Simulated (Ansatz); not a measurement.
What does this script print? It uses Ansatz 0.2.0, Python API.

Input file `input.yaml`:
```yaml
crystal:
  lattice:
    - [-2.030338, 2.030338, 2.851094]
    - [2.030338, -2.030338, 2.851094]
    - [2.030338, 2.030338, -2.851094]
  atoms:
    - { symbol: Al, position: [0.75, 0.25, 0.5] }
    - { symbol: Al, position: [0.25, 0.75, 0.5] }
    - { symbol: Cu, position: [0.5, 0.5, 0.0] }
kpoints:
  mp_grid: { grid: [8, 8, 8] }
hamiltonian:
  xc: lda
scf:
  occupations: { method: fermi_dirac, width: 0.05 }
output:
  stress: true
  eigenvalues: true
```

`yaml_run_al2cu.py`:
```python
"""Run a YAML input for Al2Cu from Python."""

import ansatz as az


def main() -> None:
    planned = az.Session.from_deck("input.yaml").plan(threads=1, pin="off")
    res = planned.execute()
    data = res.report

    n_atoms = len(data["lattice"]["sites"])
    print("F =", round(data["free_energy_ev"], 4), "eV for", n_atoms, "atoms")
    print("E(sigma -> 0) =", round(data["energy_sigma0_ev"], 4), "eV, TS =", round(data["entropy_ts_ev"], 5), "eV")
    print("closed by", data["closed_by"], "after", data["n_iterations"], "iterations")

    edges = data.get("band_edges_ev")
    if edges:
        print(f"band edges on the mesh: {edges[0]:.3f} and {edges[1]:.3f} eV, gap {edges[1] - edges[0]:.3f} eV")
    else:
        print("no band edges reported (a metal, or a gap too narrow for this smearing); Fermi level", round(data["fermi_energy_ev"], 3), "eV")


if __name__ == "__main__":
    main()
```

```console
$ python yaml_run_al2cu.py
DeckWarning: basis.ecutwfc = 420 eV, auto-derived from the records' recommended cutoffs: set by Al (normal level)
F = -7582.1094 eV for 3 atoms
E(sigma -> 0) = -7582.1062 eV, TS = 0.0063 eV
closed by deck_thresholds after 6 iterations
no band edges reported (a metal, or a gap too narrow for this smearing); Fermi level 9.217 eV
```
(Warnings from the package without file and line, repeats left out.)

Caveats:
- Absolute energies stand on the zero of these potentials, so only differences at equal settings mean something. A total without «per atom» is that of the cell as typed.
- The mesh is modest for a metal, so energies can be off by several to tens of meV an atom and pressures by half a GPa or more; differences at equal mesh fare better.
- The zero of the levels is a convention of the potentials, so an absolute Fermi energy is no work function.
- Within a few hundredths of an angstrom the cell has the higher group Fm-3m; the lower one is a small distortion.
- The structure comes from a database of computed cells and needn't be a stable or known phase.
- Gaps and levels are Kohn-Sham values on a finite set of k-points.
- Run time: 1.4 s on 1 thread of Intel(R) Xeon(R) 6975P-C (Granite Rapids), on a shared host, peak memory 0.4 GiB.

(Lines on the test bed's own set-up are left out of the output.)
